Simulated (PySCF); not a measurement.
Molecule: ClBGeH4, in a box.

```xyz
7
Lattice="13.0000 0.0000 0.0000 0.0000 13.0000 0.0000 0.0000 0.0000 12.0000" Properties=species:S:1:pos:R:3 pbc="T T T"
Cl    4.5985    5.1991    6.3807
B     6.2791    5.5163    6.5077
Ge    6.8989    7.4949    6.2310
H     7.0437    4.6136    6.7665
H     6.5570    7.9820    4.7604
H     6.2303    8.4457    7.2562
H     8.4750    7.5758    6.4450
```

The cell isn't the ideal one: atoms moved at random, drawn with an rms of 0.05 Å.

Base run:

| Quantity | Value |
| --- | --- |
| Program | PySCF 2.14.0 |
| Functional | M06 |
| Dispersion | D3 |
| Potentials or basis | 6-31g* (all-electron) |
| k mesh | 1 × 1 × 1 |
| Occupations | fixed |
| Spin | no spin polarisation |

Its results: gap between the frontier levels 5.81 eV.

Problem. After a change of settings the same cell gave: gap between the frontier levels 5.34 eV. Which change was it?
A. functional from M06 to PBEsol
B. functional from M06 to PBE; dispersion from D3 to none
C. functional from M06 to B3LYP5; dispersion from D3 to D3(OP)
D. functional from M06 to M06-L; dispersion from D3 to none

Solution. C.

Caveats: this is a molecule in a periodic box at the Γ point, so its band gap is the HOMO-LUMO gap; relativity is left out, which matters for the heavier elements; the basis of atomic orbitals isn't converged, which shifts pressures, moduli and gaps.
